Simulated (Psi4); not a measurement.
# HF/STO-3G run of AlSbH3F (SMILES [F][AlH][SbH2])

Aim: the vertical ionisation energy of AlSbH3F at HF/STO-3G, from 2 runs. 

The calculation is run with Psi4 1.11.

3 further runs of the same task are left out: 3 set aside as unsound or not needed.

### 1 Starting point

The species is AlSbH3F (6 atoms), meant as a singlet with charge 0. SMILES: `[F][AlH][SbH2]`. The coordinates come from a PBE0-D4/def2-TZVP relaxation. This is one conformer, not always the lowest.

Bond lengths: F1–Al2 1.653 Å, Al2–Sb3 2.636 Å, Al2–H4 1.582 Å, Sb3–H5 1.710 Å, Sb3–H6 1.709 Å. Angles: F1–Al2–Sb3 116.3°, F1–Al2–H4 116.4°, Sb3–Al2–H4 127.3°, Al2–Sb3–H5 88.3°, Al2–Sb3–H6 87.8°, H5–Sb3–H6 91.6°.

### 2 A single-point energy at HF/STO-3G

job.py reads:

```python
import psi4

psi4.set_memory(2200000000)
psi4.set_num_threads(1)
psi4.set_output_file('output.dat', False)

molecule = psi4.geometry("""
F
Al 1 1.652973
Sb 2 2.636097 1 116.30227
H 2 1.58159 1 116.37019 3 177.39073
H 3 1.709931 2 88.34004 4 36.8447
H 3 1.708777 5 91.59395 2 -87.73794
units angstrom
symmetry c1
""")

psi4.set_options({
    'basis': 'STO-3G',
    'reference': 'rhf',
    'puream': True,
    'e_convergence': 1e-09,
    'd_convergence': 1e-08,
    'scf_type': 'pk',
})

e_tot = psi4.energy('hf', molecule=molecule)
print(f'hf energy: {e_tot:.10f} Eh')
```

Run with:

```console
$ python job.py
```

output.dat:

```text
[...]
  Running in c1 symmetry.
[...]
  Nuclear repulsion =  288.597452364807395
[...]
  Multiplicity = 1
[...]
  Nalpha       = 38
  Nbeta        = 38
[...]
    Number of basis functions: 44
[...]
   @RHF iter   1: -6589.92709318478774   -4.00966e+00   1.12420e-02 DIIS/ADIIS
[...]
   @RHF iter  10: -6590.20776829098577   -2.72848e-12   3.16266e-09 DIIS
[...]
    Orbital Energies [Eh]
    ---------------------
    Doubly Occupied:
       1A   -1073.776243     2A   -161.183047     3A   -152.828496
       4A   -152.828404     5A   -152.828080     6A    -57.828230
       7A    -31.515708     8A    -28.479528     9A    -28.478948
      10A    -28.477448    11A    -25.771797    12A    -19.821264
      13A    -19.821137    14A    -19.819690    15A    -19.819186
      16A    -19.819015    17A     -5.347292    18A     -4.759438
      19A     -4.047650    20A     -4.045588    21A     -4.038662
      22A     -2.987432    23A     -2.986686    24A     -2.985789
      25A     -1.381274    26A     -1.200860    27A     -1.199029
      28A     -1.194361    29A     -1.191771    30A     -1.189042
      31A     -0.617434    32A     -0.494237    33A     -0.423525
      34A     -0.401300    35A     -0.397322    36A     -0.375456
[...]
  @RHF Final Energy: -6590.20776829098577
   => Energetics <=
    Nuclear Repulsion Energy =            288.5974523648073955
    One-Electron Energy =               -9687.8641684681351762
    Two-Electron Energy =                2809.0589478123415574
    Total Energy =                      -6590.2077682909857685
[...]
 Multipole Moments:
 ------------------------------------------------------------------------------------
     Multipole            Electronic (a.u.)      Nuclear  (a.u.)        Total (a.u.)
 ------------------------------------------------------------------------------------
 L = 1.  Multiply by 2.5417464519 to convert [e a0] to [Debye]
 Dipole X            :          2.1022468           -2.3640885           -0.2618418
 Dipole Y            :        -10.0646695           10.6244068            0.5597373
 Dipole Z            :          4.9952456           -4.8717106            0.1235350
 Magnitude           :                                                    0.6301808
[...]
```

Standard output:

```text
hf energy: -6590.2077682910 Eh
```

Run time: 5.1 s. Hardware: 1 thread of Intel Xeon at 2.50GHz (Skylake/Cascade Lake), shared host; peak memory 0.19 GiB.

### 3 The doublet cation: energy and forces at UHF/STO-3G

input.json reads:

```json
{
 "schema_name": "qcschema_input",
 "schema_version": 1,
 "molecule": {
  "schema_name": "qcschema_molecule",
  "schema_version": 2,
  "symbols": ["F", "Al", "Sb", "H", "H", "H"],
  "geometry": [-2.10628874, -3.08478893, 2.38540129, -0.63513695, -1.96399236, -0.13190288, 2.41866047, 1.89671811, 0.63268031, -1.1240091, -3.40282983, -2.70552089, 1.59133837, 3.00844399, -2.28637964, -0.06500658, 3.42588449, 2.01841647],
  "molecular_charge": 1,
  "molecular_multiplicity": 2,
  "fix_symmetry": "c1"
 },
 "driver": "gradient",
 "model": {
  "method": "hf",
  "basis": "STO-3G"
 },
 "keywords": {
  "reference": "uhf",
  "puream": true,
  "e_convergence": 1e-09,
  "d_convergence": 1e-08,
  "scf_type": "pk",
  "maxiter": 100
 }
}
```

Run with:

```console
$ psi4 --qcschema input.json -n 1 --memory 2200MB
```

stdout:

```text
[...]
  Running in c1 symmetry.
[...]
  Nuclear repulsion =  288.597466550303920
[...]
  Multiplicity = 2
[...]
  Nalpha       = 38
  Nbeta        = 37
[...]
    Number of basis functions: 44
[...]
   @UHF iter   1: -6589.51242070757598   -3.59498e+00   1.25757e-02 DIIS/ADIIS
[...]
   @UHF iter  17: -6590.01008647067920   -5.45697e-12   5.82793e-09 DIIS
[...]
   @S^2 Observed:                7.627899528E-01
[...]
    Orbital Energies [Eh]
    ---------------------
    Alpha Occupied:
       1A   -1074.118734     2A   -161.523467     3A   -153.169641
       4A   -153.168860     5A   -153.168657     6A    -58.068371
       7A    -31.854009     8A    -28.818667     9A    -28.816775
      10A    -28.815820    11A    -25.989787    12A    -20.159293
      13A    -20.159156    14A    -20.158271    15A    -20.157540
      16A    -20.157403    17A     -5.680486    18A     -4.992653
      19A     -4.383740    20A     -4.376694    21A     -4.372969
      22A     -3.221483    23A     -3.219534    24A     -3.219093
      25A     -1.573491    26A     -1.531789    27A     -1.531719
      28A     -1.527724    29A     -1.525714    30A     -1.523044
      31A     -0.886830    32A     -0.695402    33A     -0.647621
      34A     -0.615724    35A     -0.592921    36A     -0.576406
[...]
  @UHF Final Energy: -6590.01008647067920
   => Energetics <=
    Nuclear Repulsion Energy =            288.5974665503039205
    One-Electron Energy =               -9665.7439409339349368
    Two-Electron Energy =                2787.1363879129526140
    Total Energy =                      -6590.0100864706782886
  UHF NO Occupations:
  HONO-2 :   36  A 1.9978725
  HONO-1 :   37  A 1.9965815
[...]
 Multipole Moments:
 ------------------------------------------------------------------------------------
     Multipole            Electronic (a.u.)      Nuclear  (a.u.)        Total (a.u.)
 ------------------------------------------------------------------------------------
 L = 1.  Multiply by 2.5417464519 to convert [e a0] to [Debye]
 Dipole X            :          9.2244674           -8.8786726            0.3457948
 Dipole Y            :          7.9482901           -7.5552628            0.3930273
 Dipole Z            :          1.9209834           -2.5075202           -0.5865369
 Magnitude           :                                                    0.7861743
[...]
  -Total Gradient:
     Atom            X                  Y                   Z
    ------   -----------------  -----------------  -----------------
       1       -0.024471100493    -0.025978575300     0.030772084006
       2        0.031126486657     0.073910692437    -0.000947098881
       3        0.056979671066    -0.012672766924     0.024924457434
       4       -0.014723416816    -0.034510695708    -0.035606437592
       5       -0.020973959794    -0.001353248341    -0.019541176067
       6       -0.027937679598     0.000604593919     0.000398171072
[...]
```

The result, in JSON:

```text
{
 "driver": "gradient",
 "model": {
  "method": "hf",
  "basis": "STO-3G"
 },
 "success": true,
 "return_result": [-0.0244711004934422, -0.02597857529998572, 0.030772084005869976, 0.031126486657337582, 0.07391069243713852, -0.0009470988813914186, 0.05697967106599938, -0.012672766924423887, 0.024924457434205627, -0.01472341681616255, -0.034510695708441036, -0.03560643759164714, -0.020973959793664787, -0.0013532483406177992, -0.01954117606666761, -0.027937679597514142, 0.0006045939192513006, 0.0003981710720531578],
 "properties": {
  "calcinfo_nbasis": 44,
  "calcinfo_nmo": 44,
  "calcinfo_nalpha": 38,
  "calcinfo_nbeta": 37,
  "calcinfo_natom": 6,
  "nuclear_repulsion_energy": 288.5974665503039,
  "return_energy": -6590.010086470679,
  "return_gradient": [-0.0244711004934422, -0.02597857529998572, 0.030772084005869976, 0.031126486657337582, 0.07391069243713852, -0.0009470988813914186, 0.05697967106599938, -0.012672766924423887, 0.024924457434205627, -0.01472341681616255, -0.034510695708441036, -0.03560643759164714, -0.020973959793664787, -0.0013532483406177992, -0.01954117606666761, -0.027937679597514142, 0.0006045939192513006, 0.0003981710720531578],
  "scf_one_electron_energy": -9665.743940933935,
  "scf_two_electron_energy": 2787.1363879129526,
  "scf_dipole_moment": [0.3457948167124716, 0.39302733299680703, -0.5865368500039749],
  "scf_total_energy": -6590.010086470679,
  "scf_total_gradient": [-0.0244711004934422, -0.02597857529998572, 0.030772084005869976, 0.031126486657337582, 0.07391069243713852, -0.0009470988813914186, 0.05697967106599938, -0.012672766924423887, 0.024924457434205627, -0.01472341681616255, -0.034510695708441036, -0.03560643759164714, -0.020973959793664787, -0.0013532483406177992, -0.01954117606666761, -0.027937679597514142, 0.0006045939192513006, 0.0003981710720531578],
  "scf_iterations": 17
 }
}
```

Wall time 6.9 s (1 thread of Intel Xeon at 2.50GHz (Skylake/Cascade Lake), shared host); peak memory 0.2 GiB.

### 4 Outcome

At HF/STO-3G:

| quantity | value |
| --- | --- |
| singlet AlSbH3F: total energy | -6590.20777 Eh |
| singlet AlSbH3F: dipole moment | 1.60 D |
| singlet AlSbH3F: HOMO energy | -5.93 eV |
| singlet AlSbH3F: LUMO energy | 7.81 eV |
| singlet AlSbH3F: HOMO–LUMO gap | 13.75 eV |
| doublet cation: total energy | -6590.01009 Eh |
| doublet cation: HOMO energy (highest over α and β) | -13.98 eV |
| doublet cation: LUMO energy (lowest over α and β) | -4.83 eV |
| doublet cation: ⟨S²⟩ | 0.763 |
| doublet cation: largest force on an atom | 4.124 eV/Å |
| vertical ionisation energy (to the doublet cation) | 5.379 eV |

**Reading.** The vertical ionisation energy comes to 5.38 eV (124 kcal/mol). The negative HOMO energy of the first species, 5.93 eV, lies 0.55 eV above that difference. In a minimal basis such a difference can be off by several eV, whatever the method. Relativity is left out (singlet AlSbH3F) although the molecule holds a heavy atom. Relativity is left out (doublet cation) although the molecule holds a heavy atom.
